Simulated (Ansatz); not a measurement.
# CH6GeO3: the cost of one run

The runs use Ansatz 0.2.0, Gaussian basis; functionals in def2-TZVPP, the program's frozen cores in correlated methods.

The runs, in order: PBE-D4, r2SCAN-D4, PBE0-D4, B3LYP-D4, ωB97X-V, ωB97M-V, B2PLYP; CCSD(T)/def2-TZVPP; MP2/def2-QZVPP; extrapolation to the limit.

## Step 1: The relaxed structure

All runs share one geometry, relaxed beforehand with PBE0-D4 in a triple-zeta def2 set.

SMILES `OC(O)[O][GeH3]`, 11 atoms, charge 0, spin multiplicity 1.

Atoms are counted from 1 here; the program's logs count them from 0.

Bond lengths: O1–C2 1.407 Å, O1–H6 0.962 Å, C2–O3 1.378 Å, C2–O4 1.371 Å, C2–H7 1.100 Å, O3–H8 0.965 Å, O4–Ge5 1.800 Å, Ge5–H9 1.533 Å, Ge5–H10 1.532 Å, Ge5–H11 1.537 Å. Angles: C2–O1–H6 108.2°, O1–C2–O3 112.1°, O1–C2–O4 106.9°, O1–C2–H7 110.1°, O3–C2–O4 110.3°, O3–C2–H7 105.5°, O4–C2–H7 112.0°, C2–O3–H8 106.8°, C2–O4–Ge5 118.9°, O4–Ge5–H9 102.4°, O4–Ge5–H10 110.5°, O4–Ge5–H11 108.5°, H9–Ge5–H10 111.5°, H9–Ge5–H11 111.8°, H10–Ge5–H11 111.8°.

## Step 2: PBE-D4 (GGA)

in.yaml reads:

```yaml
crystal:
  periodic: [false, false, false]
  atoms:
    - {symbol: O, position_ang: [-1.140593, 0.008847, 0.833222]}
    - {symbol: C, position_ang: [0.095918, -0.659953, 0.765992]}
    - {symbol: O, position_ang: [-0.027174, -2.006199, 1.034577]}
    - {symbol: O, position_ang: [0.583720, -0.471243, -0.501442]}
    - {symbol: Ge, position_ang: [0.439209, 1.156017, -1.256380]}
    - {symbol: H, position_ang: [-1.485914, -0.087817, 1.725547]}
    - {symbol: H, position_ang: [0.780049, -0.267691, 1.533155]}
    - {symbol: H, position_ang: [-0.487374, -2.399507, 0.282975]}
    - {symbol: H, position_ang: [1.460908, 1.081522, -2.397298]}
    - {symbol: H, position_ang: [-0.980699, 1.375377, -1.788352]}
    - {symbol: H, position_ang: [0.827350, 2.213547, -0.211197]}
basis:
  gaussian: {orbitals: def2-TZVPP}
hamiltonian: {xc: pbe, dispersion: d4}
output: {forces: true, orbitals: {seedname: orbitals}}
```

Command:

```
$ ansatz run in.yaml --threads 4 --pin off --events-out ev --progress --plain --max-ram 10444MiB
```

Q: Estimate wall time and peak memory on 4 threads of Arm Neoverse V1, shared host.

About 3.1 s, with a peak of 0.34 GiB.
